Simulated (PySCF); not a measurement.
# BeF+: bond curves at several levels of theory

One table from this session's results is given with a row withheld; the runs are named, their logs left out.

The runs use PySCF 2.14.0; Be cc-pVTZ, F cc-pVTZ, no relativity.

The first run:

The job is set up so:

```json
{"atoms": "Be, F", "charge": "1", "basis": "Be cc-pVTZ, F cc-pVTZ", "Hamiltonian": "no relativity", "basis functions": "60", "electrons treated": "12", "masses in u": "9.0122, 18.9984", "levels": "PBE0, PBE, r²SCAN, revPBE, BLYP, M06-2X, HF, MP2, SCS-MP2, CCSD, CCSD(T)", "grid": "80 radial by 434 angular points", "occupations": "held fixed by the projection of orbital angular momentum", "dissociation limit": "Be+ + F, each in its ground configuration", "starting distance in angstrom": "1.675", "values of 2S to try": "0, 2"}
```

On the command line:

```console
OMP_NUM_THREADS=1 python dia.py task.json out
```

Among the steps run: Input; PBE0 along the bond; Other states along the same grid; PBE; r²SCAN (meta-GGA); revPBE (GGA); BLYP (GGA); M06-2X (hybrid meta-GGA); RHF (mean field); Adding correlation.

One table of the session follows, with a row left open; its other results are not shown here.

Energy (eV) from each level's lowest point:

```
R (Å)    RHF  RHF-MP2  RHF-SCS-MP2  RHF-CCSD  RHF-CCSD(T)
1.133  1.086    1.280        1.268       n/a          n/a
1.185  0.460    0.597        0.589     0.556        0.577
1.238      ?        ?            ?         ?            ?
1.278  0.014    0.054        0.052     0.042        0.049
1.317  0.000    0.000        0.000     0.000        0.000
1.357  0.062    0.022        0.025     0.034        0.028
1.409  0.235    0.144        0.150     0.171        0.156
1.475  0.556    0.405        0.413     0.449        0.422
1.554  1.043    0.822        0.833     0.884        0.845
1.659  1.782    1.474        1.486       n/a          n/a
```

**Question.** Estimate the row for R (Å) = 1.238.

Worked estimate for «RHF». A straight line through the neighbours (1.185, 0.460) and (1.278, 0.014) gives 0.460 + (0.014 − 0.460) × (1.238 − 1.185) / (1.278 − 1.185) = 0.206; a parabola fitted to 4 rows on both sides gives 0.109.

As computed: RHF: 0.123; RHF-MP2: 0.204; RHF-SCS-MP2: 0.199; RHF-CCSD: 0.180; RHF-CCSD(T): 0.193. In «RHF» the line misses by +0.083 and the parabola by -0.014.
